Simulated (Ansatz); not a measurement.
**Ge2Sb2Te5: a line through a two-coordinate scan**

One table from this session's results is given with a row withheld; the runs are named, their logs left out.

Computed with Ansatz 0.2.0 (DFT PBE, scalar-relativistic, plane waves, PAW, unless a step's input says otherwise).

17 further runs of the same task are left out: 17 set aside as unsound or not needed.

### Starting point

Symmetry: P-3m1, No. 164, trigonal system. Conventional cell: a = 4.263 Å, b = 4.263 Å, c = 18.098 Å, α = 90.00°, β = 90.00°, γ = 120.00°. Around Ge (site symmetry 3m) lie 6 Te at 2.84 to 3.32 Å. Sb (site symmetry 3m) has 6 Te at 3.02 to 3.19 Å as nearest neighbours. Te (site symmetry -3m) is surrounded by 6 Sb at 3.19 Å. Te (site symmetry 3m) is surrounded by 3 Sb at 3.02 Å and 3 Ge at 3.32 Å. Te (site symmetry 3m) has 3 Ge at 2.84 Å as nearest neighbours.

As a file:

```
Ge Sb Te
1.0
     4.26295    0.00000    0.00000
    -2.13147    3.69182    0.00000
     0.00000    0.00000   18.09760
Ge Sb Te
2 2 5
Cartesian
  0.0000 0.0000 5.9961
  0.0000 0.0000 12.1015
  0.0000 2.4612 2.0287
  2.1315 1.2306 16.0689
  0.0000 0.0000 0.0000
  0.0000 2.4612 14.3231
  2.1315 1.2306 3.7745
  0.0000 2.4612 7.4128
  2.1315 1.2306 10.6848
```

It goes back to an entry of the Materials Project, which need not be the stable form.

It is the result of an earlier relaxation at this level (volume 31.65 Å³/atom; gap on the mesh: 0.18 eV).

### The scan

The energy is mapped over volume and the cell's shape.

First coordinate, volume per atom: 7 values from 26.58 to 36.71 Å³. Second coordinate, c/a of the conventional cell: 7 values from 3.539 to 5.093.

Nothing else is relaxed (fractional coordinates fixed). Energies count from the relaxed crystal. Points are written as (first, second).

Set-up of the first run:

The input, input.yaml:

```yaml
crystal:
  lattice:
    - [3.7854942584, 0.0, 0.0]
    - [-1.8927471292, 3.2783341937, 0.0]
    - [0.0, 0.0, 19.27838661]
  atoms:
    - { symbol: Ge, position: [0.0, 0.0, 0.3313200918] }
    - { symbol: Ge, position: [0.0, 0.0, 0.6686799082] }
    - { symbol: Sb, position: [0.3333333333, 0.6666666667, 0.1120971408] }
    - { symbol: Sb, position: [0.6666666667, 0.3333333333, 0.8879028592] }
    - { symbol: Te, position: [0.0, 0.0, 0.0] }
    - { symbol: Te, position: [0.3333333333, 0.6666666667, 0.7914345914] }
    - { symbol: Te, position: [0.6666666667, 0.3333333333, 0.2085654086] }
    - { symbol: Te, position: [0.3333333333, 0.6666666667, 0.4096023866] }
    - { symbol: Te, position: [0.6666666667, 0.3333333333, 0.5903976134] }
basis:
  ecutwfc: 420
kpoints:
  mp_grid: { grid: [12, 12, 2] }
hamiltonian:
  xc: pbe
scf:
  occupations: { method: gaussian, width: 0.03 }
output:
  forces: true
  stress: true
  eigenvalues: true
```

The run is started by

```console
ansatz run input.yaml --threads 2 --pin off --max-ram 4096MiB --backend cpu --events-out ev --progress --plain --runs-dir out
```

Steps of the session up to this table: The run at (26.58 Å³, 5.093); The run at (29.96 Å³, 5.093); Grid point (33.34 Å³, 5.093); The run at (35.02 Å³, 5.093); The run at (36.71 Å³, 5.093).

One table of the session follows, with a row left open; its other results are not shown here.

```
volume per atom (Å³)  energy (meV/atom)  slope (meV/atom per Å³)  pressure (GPa)  largest force on an atom (eV/Å)
               26.58                213                      −67            10.7                             1.18
               28.27                126                      −37             6.0                             0.50
               29.96                 83                      −15             2.4                             0.19
               31.65                 73                        2            −0.2                             0.51
               33.34                 85                       13            −2.1                             0.85
               35.02                  ?                        ?               ?                                ?
               36.71                161                       30            −4.8                             1.33
```

**Question.** Estimate the row for volume per atom (Å³) = 35.02.

Worked estimate for «energy (meV/atom)». A straight line through the neighbours (33.34, 85) and (36.71, 161) gives 85 + (161 − 85) × (35.02 − 33.34) / (36.71 − 33.34) = 123; a parabola fitted to 3 rows on both sides gives 114.

The run gave: energy (meV/atom): 116; slope (meV/atom per Å³): 23; pressure (GPa): −3.6; largest force on an atom (eV/Å): 1.13. In «energy (meV/atom)» the line misses by +7 and the parabola by -2.

Energies count from the relaxed crystal. Rows without a step come from runs not printed here or follow by symmetry. Slopes come from the forces (and the stress, where the cell changes), not from differences of energies.

Along the line the energy is lowest at 31.65 Å³, 73 meV/atom from the zero. V·d²E/dV² there is about 42 GPa, a bulk modulus under this line's constraint. The highest point computed, at 26.58 Å³, lies 140 meV/atom above the lowest.
